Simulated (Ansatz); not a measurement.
# GaH2F (built from SMILES [F][GaH2]): search for a transition state

Aim: find the saddle point of a 1,1-elimination that is to form F2–H3 and break Ga1–F2, Ga1–H3, prove it by its vibrations, and relax downhill on both sides to see what it joins.

Computed with Ansatz 0.2.0, Gaussian basis. Level: PBE0-D4, def2-SVP first, then def2-TZVP.

114 further runs of the same task are left out: 114 set aside as unsound or not needed.

### 1 Where the work starts

The guess: 4 atoms, charge 0, spin multiplicity 1.

Atoms are counted from 1 here; the program's logs count them from 0.

Bond lengths: Ga1–H3 1.605 Å, Ga1–H4 1.778 Å. Angles: H3–Ga1–H4 169.4°.

As a file:

```mol
FGaH2
  3D, bonds by distance, orders not assigned

  4  2  0  0  0  0  0  0  0  0999 V2000
   -0.2723    0.3001    0.3640 Ga  0  0
    1.1100   -1.1017   -1.0932 F   0  0
    0.0484   -0.3639   -1.0620 H   0  0
   -0.8861    1.1655    1.7912 H   0  0
  1  3  8  0
  1  4  8  0
M  END
```

Distances that are to change: F2–H3 1.29 Å, Ga1–F2 2.45 Å, Ga1–H3 1.61 Å.

### 2 Constrained relaxation of the guess

Contents of hold/in.yaml:

```yaml
crystal:
  periodic: [false, false, false]
  atoms:
    - {symbol: Ga, position_ang: [-0.272300, 0.300100, 0.364000]}
    - {symbol: F, position_ang: [1.110000, -1.101700, -1.093200]}
    - {symbol: H, position_ang: [0.048400, -0.363900, -1.062000]}
    - {symbol: H, position_ang: [-0.886100, 1.165500, 1.791200]}
basis:
  gaussian: {orbitals: def2-SVP}
hamiltonian: {xc: pbe0, dispersion: d4}
relax: {f_tol: 0.04, max_steps: 150, escape_saddle: false, constraints: [{distance: [1, 2]}, {distance: [0, 1]}, {distance: [0, 2]}]}
```

Launch:

```
> ansatz run in.yaml --threads 2 --pin off --events-out ev --progress --plain --max-ram 4352MiB
```

Output, shortened:

```text
Functional definition: PBE0
  name "PBE0"
  cite "Adamo & Barone, J. Chem. Phys. 110, 6158 (1999) doi:10.1063/1.478522"
  cite "Perdew, Burke & Ernzerhof, Phys. Rev. Lett. 77, 3865 (1996) doi:10.1103/PhysRevLett.77.3865"
  parent pbe
[...]
592 factors; integrals over basis functions are off by at most 3.9e-4 eV
[...]
mean field -55106.32551476 eV, -2025.1201102586 hartree, gradient 1.8e-5 eV, S^2 0.000000; 0 other end points of the search recorded, 0 dependent functions left out
[...]
reference -55106.32553928 eV, -2025.1201111595 hartree; 21, 21 occupied and 35, 35 virtual orbitals, 592 factors
relax step   1: F+E_penalty+E_count = -55106.35337668 eV  Δ(F+E_penalty+E_count) = +0.000e0 eV  max|allowed force component| = 8.198e-1 eV/Å  Δτ_max = 0.0000 Å  (28 SCF iters, accepted)
[...]
relax step   4: F+E_penalty+E_count = -55106.88538418 eV  Δ(F+E_penalty+E_count) = -2.331e-2 eV  max|allowed force component| = 4.565e-2 eV/Å  Δτ_max = 0.1099 Å  (30 SCF iters, accepted)
[...]
relax step   5: F+E_penalty+E_count = -55106.88550427 eV  Δ(F+E_penalty+E_count) = -1.201e-4 eV  max|allowed force component| = 3.778e-4 eV/Å  Δτ_max = 0.0056 Å  (25 SCF iters, accepted)
  distance F 1 - H 2 held at 1.293181 Å   reaction = +1.7697e0 eV/Å
  distance Ga 0 - F 1 held at 2.449332 Å   reaction = +8.6870e-1 eV/Å
  distance Ga 0 - H 2 held at 1.605372 Å   reaction = -1.3680e0 eV/Å
592 factors; integrals over basis functions are off by at most 4.1e-4 eV
mean field -55106.85715445 eV, -2025.1396476567 hartree, gradient 1.9e-5 eV, S^2 0.000000; 1 other end points of the search recorded, 0 dependent functions left out
[...]
reference -55106.85717821 eV, -2025.1396485299 hartree; 21, 21 occupied and 35, 35 virtual orbitals, 592 factors
Total energy: -55106.88552803 eV, -2025.1406903666 hartree
Atom 0 at    -0.625286     0.472229     0.139330 Å, force     0.054162     0.183688     0.709165 eV/Å
Atom 1 at     1.113832    -1.000198    -0.758809 Å, force    -2.092612     1.403119    -0.102973 eV/Å
Atom 2 at     0.035360    -0.356379    -1.066562 Å, force     2.038828    -1.587162    -0.606498 eV/Å
Atom 3 at    -0.523906     0.884348     1.686041 Å, force    -0.000378     0.000355     0.000307 eV/Å
Dipole moment:    -0.542055     0.431689     0.192449 e Å
```

Run time: 3.8 s. Hardware: 2 threads of Arm Neoverse V2, shared host.

Relaxation path:

```
step  energy from step 1 (eV)  largest force component (eV/Å)
   1                   0.0000                          0.8198
   2                  -0.3584                          0.4147
   3                  -0.5087                          0.3752
   4                  -0.5320                          0.0456
   5                  -0.5321                          0.0004
```

Close pairs (by a distance rule), those that changed most:

| bond | before (Å) | after (Å) | change (Å) |
| --- | --- | --- | --- |
| Ga1–H4 | 1.778 | 1.604 | -0.174 |
| Ga1–H3 | 1.605 | 1.605 | +0.000 |

### 3 Force constants to start from

Contents of hessian/in.yaml:

```yaml
crystal:
  periodic: [false, false, false]
  atoms:
    - {symbol: Ga, position_ang: [-0.625286, 0.472229, 0.139330]}
    - {symbol: F, position_ang: [1.113832, -1.000198, -0.758809]}
    - {symbol: H, position_ang: [0.035360, -0.356379, -1.066562]}
    - {symbol: H, position_ang: [-0.523906, 0.884348, 1.686041]}
basis:
  gaussian: {orbitals: def2-SVP}
hamiltonian: {xc: pbe0, dispersion: d4}
phonons: {}
scf: {lower_state_search: off}
```

Launch:

```
> ansatz run in.yaml --threads 2 --pin off --events-out ev --progress --plain --max-ram 4352MiB
```

Output, shortened:

```text
[... 5 set-up lines as earlier in the session ...]
[...]
591 factors; integrals over basis functions are off by at most 4.0e-4 eV
[...]
mean field -55106.85715581 eV, -2025.1396477068 hartree, gradient 2.6e-6 eV, S^2 0.000000; 0 other end points of the search recorded, 0 dependent functions left out
[...]
reference -55106.85717945 eV, -2025.1396485755 hartree; 21, 21 occupied and 35, 35 virtual orbitals, 591 factors
[... from here to the last solve, the lines of the solves are left out (15 solves) ...]
591 factors; integrals over basis functions are off by at most 4.0e-4 eV
mean field -55106.85713273 eV, -2025.1396468585 hartree, gradient 2.9e-6 eV, S^2 0.000000; 0 other end points of the search recorded, 0 dependent functions left out
[...]
reference -55106.85715637 eV, -2025.1396477272 hartree; 21, 21 occupied and 35, 35 virtual orbitals, 591 factors
WARN: phonons: modes at or below zero, which the zero-point energy, F, S and C_V leave out: 1, the lowest at -1163.24 cm⁻¹. A minimum has none, and a first-order saddle one
Total energy: -55106.88552927 eV, -2025.1406904122 hartree
Atom 0 at    -0.625286     0.472229     0.139330 Å, force     0.054218     0.183661     0.709198 eV/Å
Atom 1 at     1.113832    -1.000198    -0.758809 Å, force    -2.092616     1.403118    -0.102983 eV/Å
Atom 2 at     0.035360    -0.356379    -1.066562 Å, force     2.038809    -1.587151    -0.606509 eV/Å
Atom 3 at    -0.523906     0.884348     1.686041 Å, force    -0.000410     0.000373     0.000293 eV/Å
Dipole moment:    -0.542055     0.431688     0.192448 e Å
Vibrations: -1163.24 235.24 449.60 760.11 1795.46 1885.48 cm⁻¹, zero-point energy 0.317765 eV
Checks for a lower state left out: stability, starts, cluster_reference, orbital_swaps, neighbouring_geometries, increment
```

Wall time 7 s (2 threads of Arm Neoverse V2, shared host).

The structure is not stationary yet, so these wavenumbers are no spectrum; the search needs only the force constants.

### 4 Saddle search in the small basis

A small driver takes partitioned rational-function steps: uphill along one mode, downhill along the rest. It calls the program once a step for energy and forces and updates the Hessian by Bofill's formula. It stops when the largest force is under 0.04 eV/Å and the followed curvature is negative. The first step's input:

Contents of presaddle/in.yaml:

```yaml
crystal:
  periodic: [false, false, false]
  atoms:
    - {symbol: Ga, position_ang: [-0.625286, 0.472229, 0.139330]}
    - {symbol: F, position_ang: [1.113832, -1.000198, -0.758809]}
    - {symbol: H, position_ang: [0.035360, -0.356379, -1.066562]}
    - {symbol: H, position_ang: [-0.523906, 0.884348, 1.686041]}
basis:
  gaussian: {orbitals: def2-SVP}
hamiltonian: {xc: pbe0, dispersion: d4}
output: {forces: true}
scf: {lower_state_search: off}
```

Launch:

```
> ansatz run in.yaml --threads 2 --pin off --events-out ev --progress --plain --max-ram 4352MiB
```

The driver's record:

```csv
step,energy (eV),largest force (eV/Å),followed curvature (eV/Å²)
1,-55106.88552,2.0926,-8.32
2,-55107.00941,1.0857,-11.01
3,-55107.15861,0.6657,-12.10
4,-55107.14964,0.5120,-14.08
5,-55107.16556,0.0789,-13.97
6,-55107.16609,0.0129,-14.04
```

The 6 steps took 2.7 s in all (2 threads of Arm Neoverse V2, shared host).

### 5 Saddle search in triple zeta

A small driver takes partitioned rational-function steps: uphill along one mode, downhill along the rest. It calls the program once a step for energy and forces and updates the Hessian by Bofill's formula. It stops when the largest force is under 0.01 eV/Å and the followed curvature is negative. The first step's input:

Contents of saddle/in.yaml:

```yaml
crystal:
  periodic: [false, false, false]
  atoms:
    - {symbol: Ga, position_ang: [-0.530736, 0.394931, 0.099340]}
    - {symbol: F, position_ang: [0.963317, -0.811751, -0.485145]}
    - {symbol: H, position_ang: [-0.013802, -0.379152, -1.247970]}
    - {symbol: H, position_ang: [-0.418778, 0.795972, 1.633776]}
basis:
  gaussian: {orbitals: def2-TZVP}
hamiltonian: {xc: pbe0, dispersion: d4}
output: {forces: true}
scf: {lower_state_search: off}
```

Launch:

```
> ansatz run in.yaml --threads 2 --pin off --events-out ev --progress --plain --max-ram 4352MiB
```

Step by step:

```csv
step,energy (eV),largest force (eV/Å),followed curvature (eV/Å²)
1,-55117.37562,0.2715,-14.04
2,-55117.37637,0.0233,-14.02
3,-55117.37644,0.0026,-14.08
```

The 3 steps took 2 s in all (2 threads of Arm Neoverse V2, shared host).

The point found:

```
Ga   -0.5388    0.4027    0.1064
F     0.9743   -0.8263   -0.5077
H    -0.0082   -0.3793   -1.2360
H    -0.4273    0.8029    1.6373
```

Followed mode, largest move set to 1: H3 (0.82, -0.44, 0.37); F2 (-0.33, 0.02, -0.65); Ga1 (-0.58, 0.42, 0.07); H4 (0.09, 0.00, 0.21).

### 6 Checking the order of the point

Contents of vib/in.yaml:

```yaml
crystal:
  periodic: [false, false, false]
  atoms:
    - {symbol: Ga, position_ang: [-0.538789, 0.402664, 0.106439]}
    - {symbol: F, position_ang: [0.974328, -0.826327, -0.507703]}
    - {symbol: H, position_ang: [-0.008207, -0.379265, -1.236011]}
    - {symbol: H, position_ang: [-0.427332, 0.802928, 1.637274]}
basis:
  gaussian: {orbitals: def2-TZVP}
hamiltonian: {xc: pbe0, dispersion: d4}
phonons: {temperatures: {t_min: 298.15, t_max: 900, t_step: 200}}
```

Launch:

```
> ansatz run in.yaml --threads 2 --pin off --events-out ev --progress --plain --max-ram 4352MiB
```

Output, shortened:

```text
[... 5 set-up lines as earlier in the session ...]
[...]
657 factors; their error is unknown
[...]
mean field -55117.34682339 eV, -2025.5251358799 hartree, gradient 4.3e-5 eV, S^2 0.000000; 0 other end points of the search recorded, 0 dependent functions left out
[...]
reference -55117.34684746 eV, -2025.5251367646 hartree; 21, 21 occupied and 70, 70 virtual orbitals, 657 factors
[... from here to the last solve, the lines of the solves are left out (15 solves) ...]
657 factors; their error is unknown
mean field -55117.34679612 eV, -2025.5251348780 hartree, gradient 2.6e-6 eV, S^2 0.000000; 0 other end points of the search recorded, 0 dependent functions left out
[...]
reference -55117.34682020 eV, -2025.5251357627 hartree; 21, 21 occupied and 70, 70 virtual orbitals, 657 factors
WARN: phonons: modes at or below zero, which the zero-point energy, F, S and C_V leave out: 1, the lowest at -1319.65 cm⁻¹. A minimum has none, and a first-order saddle one
Total energy: -55117.37644389 eV, -2025.5262244135 hartree
Atom 0 at    -0.538789     0.402664     0.106439 Å, force    -0.001040     0.000042    -0.002154 eV/Å
Atom 1 at     0.974328    -0.826327    -0.507703 Å, force     0.002574    -0.001719     0.000151 eV/Å
Atom 2 at    -0.008207    -0.379265    -1.236011 Å, force    -0.001533     0.001068     0.000053 eV/Å
Atom 3 at    -0.427332     0.802928     1.637274 Å, force    -0.000002     0.000609     0.001950 eV/Å
Dipole moment:    -0.357616     0.281810     0.117355 e Å
Vibrations: -1319.65 392.70 574.96 612.61 1779.21 1898.65 cm⁻¹, zero-point energy 0.325963 eV
```

Wall time 10 s (2 threads of Arm Neoverse V2, shared host).

The modes, with what each moves most:

```
mode  wavenumber (cm⁻¹)              character
   1              1320i  changes F2–H3, Ga1–H3
   2                393           Ga–F stretch
   3                575                   bend
   4                613      out-of-plane bend
   5               1779           Ga–H stretch
   6               1899           Ga–H stretch
```

Vibrational sums (real modes only):

```csv
T (K),entropy (J/mol/K),heat capacity (J/mol/K)
298,8.0,15.2
498,17.8,22.9
698,26.4,28.2
898,34.0,31.9
```

### 7 Relaxing after a step of 0.30 Å one way along the mode

Contents of downa/in.yaml:

```yaml
crystal:
  periodic: [false, false, false]
  atoms:
    - {symbol: Ga, position_ang: [-0.711344, 0.527890, 0.128540]}
    - {symbol: F, position_ang: [0.876217, -0.819639, -0.702309]}
    - {symbol: H, position_ang: [0.236598, -0.512657, -1.125209]}
    - {symbol: H, position_ang: [-0.401471, 0.804406, 1.698977]}
basis:
  gaussian: {orbitals: def2-TZVP}
hamiltonian: {xc: pbe0, dispersion: d4}
relax: {f_tol: 0.005, max_steps: 200}
```

Launch:

```
> ansatz run in.yaml --threads 2 --pin off --events-out ev --progress --plain --max-ram 4352MiB
```

Output, shortened:

```text
[... 5 set-up lines as earlier in the session ...]
[...]
657 factors; their error is unknown
[...]
mean field -55117.31013428 eV, -2025.5237875802 hartree, gradient 3.4e-5 eV, S^2 0.000000; 0 other end points of the search recorded, 0 dependent functions left out
[...]
reference -55117.31015799 eV, -2025.5237884514 hartree; 21, 21 occupied and 70, 70 virtual orbitals, 657 factors
relax step   1: F+E_penalty+E_count = -55117.33867309 eV  Δ(F+E_penalty+E_count) = +0.000e0 eV  max|allowed force component| = 8.078e0 eV/Å  Δτ_max = 0.0000 Å  (26 SCF iters, accepted)
[...]
relax step  28: F+E_penalty+E_count = -55118.31535954 eV  Δ(F+E_penalty+E_count) = -9.529e-6 eV  max|allowed force component| = 7.517e-4 eV/Å  Δτ_max = 0.0068 Å  (27 SCF iters, accepted)
657 factors; their error is unknown
[...]
mean field -55118.28595266 eV, -2025.5596482442 hartree, gradient 2.5e-5 eV, S^2 0.000000; 1 other end points of the search recorded, 0 dependent functions left out
[...]
reference -55118.28597597 eV, -2025.5596491010 hartree; 21, 21 occupied and 70, 70 virtual orbitals, 657 factors
Total energy: -55118.31538286 eV, -2025.5607297839 hartree
Atom 0 at    -0.427850     0.529292     0.757006 Å, force    -0.000055     0.000070    -0.000102 eV/Å
Atom 1 at     0.972328    -1.202445    -1.718640 Å, force     0.000556    -0.000581    -0.000752 eV/Å
Atom 2 at     0.578433    -0.714740    -1.020663 Å, force    -0.000293     0.000229     0.000313 eV/Å
Atom 3 at    -1.122910     1.387894     1.982296 Å, force    -0.000209     0.000282     0.000541 eV/Å
Dipole moment:    -0.247991     0.306884     0.438999 e Å
```

It took 24 s on 2 threads of Arm Neoverse V2, shared host.

Along the way: (the energy doesn't fall at every step)

| step | energy from step 1 (eV) | largest force component (eV/Å) |
| --- | --- | --- |
| 1 | 0.0000 | 8.0778 |
| 2 | -0.7665 | 0.4608 |
| 3 | -0.7996 | 1.4986 |
| 4 | -0.8470 | 0.6598 |
| 5 | -0.8613 | 0.3961 |
| 6 | -0.8633 | 0.1702 |
| 7 | -0.8643 | 0.0138 |
| 8 | -0.8643 | 0.0057 |
| 9 | -0.8643 | 0.0040 |
| 10 | -0.8645 | 0.0756 |
| 11 | -0.8646 | 0.1819 |
| 12 | -0.8656 | 0.1485 |
| 13 | -0.8644 | 0.5278 |
| 14 | -0.8676 | 0.1116 |
| 15 | -0.8678 | 0.5949 |
| 16 | -0.8606 | 1.2024 |
| 17 | -0.8777 | 0.3642 |
| 18 | -0.8846 | 0.4179 |
| 19 | -0.8948 | 0.5124 |
| 20 | -0.9126 | 0.4421 |
| 21 | -0.9467 | 0.1145 |
| 22 | -0.9574 | 0.2298 |
| 23 | -0.8695 | 1.9349 |
| 24 | -0.9713 | 0.0539 |
| 25 | -0.9760 | 0.0134 |
| 26 | -0.9766 | 0.0053 |
| 27 | -0.9767 | 0.0009 |
| 28 | -0.9767 | 0.0008 |

Close pairs (by a distance rule), those that changed most:

| bond | before (Å) | after (Å) | change (Å) |
| --- | --- | --- | --- |
| Ga1–H3 | 1.885 | 2.392 | +0.507 |
| F2–H3 | 0.826 | 0.938 | +0.112 |
| Ga1–H4 | 1.624 | 1.650 | +0.025 |

### 8 Relaxing after a step of 0.30 Å the other way along the mode

Contents of downb/in.yaml:

```yaml
crystal:
  periodic: [false, false, false]
  atoms:
    - {symbol: Ga, position_ang: [-0.366234, 0.277438, 0.084338]}
    - {symbol: F, position_ang: [1.072439, -0.833015, -0.313097]}
    - {symbol: H, position_ang: [-0.253012, -0.245873, -1.346813]}
    - {symbol: H, position_ang: [-0.453193, 0.801450, 1.575572]}
basis:
  gaussian: {orbitals: def2-TZVP}
hamiltonian: {xc: pbe0, dispersion: d4}
relax: {f_tol: 0.005, max_steps: 200}
```

Launch:

```
> ansatz run in.yaml --threads 2 --pin off --events-out ev --progress --plain --max-ram 4352MiB
```

Output, shortened:

```text
[... 5 set-up lines as earlier in the session ...]
[...]
657 factors; their error is unknown
[...]
mean field -55118.30384427 eV, -2025.5603057487 hartree, gradient 1.1e-5 eV, S^2 0.000000; 0 other end points of the search recorded, 0 dependent functions left out
[...]
reference -55118.30386785 eV, -2025.5603066154 hartree; 21, 21 occupied and 70, 70 virtual orbitals, 657 factors
relax step   1: F+E_penalty+E_count = -55118.33469370 eV  Δ(F+E_penalty+E_count) = +0.000e0 eV  max|allowed force component| = 1.789e0 eV/Å  Δτ_max = 0.0000 Å  (27 SCF iters, accepted)
[...]
relax step   6: F+E_penalty+E_count = -55119.83358353 eV  Δ(F+E_penalty+E_count) = -9.400e-4 eV  max|allowed force component| = 1.665e-2 eV/Å  Δτ_max = 0.0158 Å  (28 SCF iters, accepted)
[...]
relax step   7: F+E_penalty+E_count = -55119.83371419 eV  Δ(F+E_penalty+E_count) = -1.307e-4 eV  max|allowed force component| = 5.510e-4 eV/Å  Δτ_max = 0.0053 Å  (28 SCF iters, accepted)
657 factors; their error is unknown
mean field -55119.80192278 eV, -2025.6153591187 hartree, gradient 7.8e-6 eV, S^2 0.000000; 1 other end points of the search recorded, 0 dependent functions left out
[...]
reference -55119.80194733 eV, -2025.6153600206 hartree; 21, 21 occupied and 70, 70 virtual orbitals, 657 factors
Total energy: -55119.83373874 eV, -2025.6165283334 hartree
Atom 0 at    -0.104426     0.069357    -0.007246 Å, force     0.000053     0.000018     0.000028 eV/Å
Atom 1 at     1.358177    -0.902379     0.093495 Å, force     0.000207    -0.000326    -0.000551 eV/Å
Atom 2 at    -0.757581     0.077718    -1.418964 Å, force     0.000257    -0.000165     0.000089 eV/Å
Atom 3 at    -0.496170     0.755304     1.332715 Å, force    -0.000517     0.000473     0.000434 eV/Å
Dipole moment:    -0.386372     0.256668    -0.026700 e Å
```

It took 7 s on 2 threads of Arm Neoverse V2, shared host.

Step by step:

| step | energy from step 1 (eV) | largest force component (eV/Å) |
| --- | --- | --- |
| 1 | 0.0000 | 1.7895 |
| 2 | -0.7370 | 1.7176 |
| 3 | -1.2699 | 0.7619 |
| 4 | -1.4797 | 0.4632 |
| 5 | -1.4980 | 0.1133 |
| 6 | -1.4989 | 0.0166 |
| 7 | -1.4990 | 0.0006 |

Close pairs (by a distance rule), those that changed most:

```csv
bond,before (Å),after (Å),change (Å)
Ga1–F2,1.860,1.759,-0.101
Ga1–H4,1.583,1.555,-0.028
Ga1–H3,1.528,1.556,+0.027
```

### 9 The three structures

```csv
pair,start side (Å),saddle (Å),end side (Å)
F2–H3,2.779,1.302,0.938
Ga1–F2,1.759,2.044,3.330
Ga1–H3,1.556,1.642,2.392
```

### 10 Outcome

| quantity | value |
| --- | --- |
| imaginary mode | 1320i cm⁻¹ |
| barrier from the start side | 237.1 kJ/mol |
| barrier from the end side | 90.6 kJ/mol |
| energy of the step | +146.5 kJ/mol |
| pairs that change | F2–H3 formed, Ga1–F2 broken, Ga1–H3 broken |
| zero-point energy at the saddle | 0.326 eV |

**Reading.** The point has a single imaginary mode (1320i cm⁻¹), as a transition state must. The two relaxations end on the structures that were planned. At PBE0-D4/def2-TZVP the electronic barrier is 237.1 kJ/mol, about 96 kT at 298 K, and the step runs 146.5 kJ/mol uphill. With so stiff a mode tunnelling counts: Wigner's rough correction is a factor of 2.7 at 298 K. A step off the saddle overshot and began above it in energy, so the link to its end is likely but not proven. Lower complexes than these ends may exist.
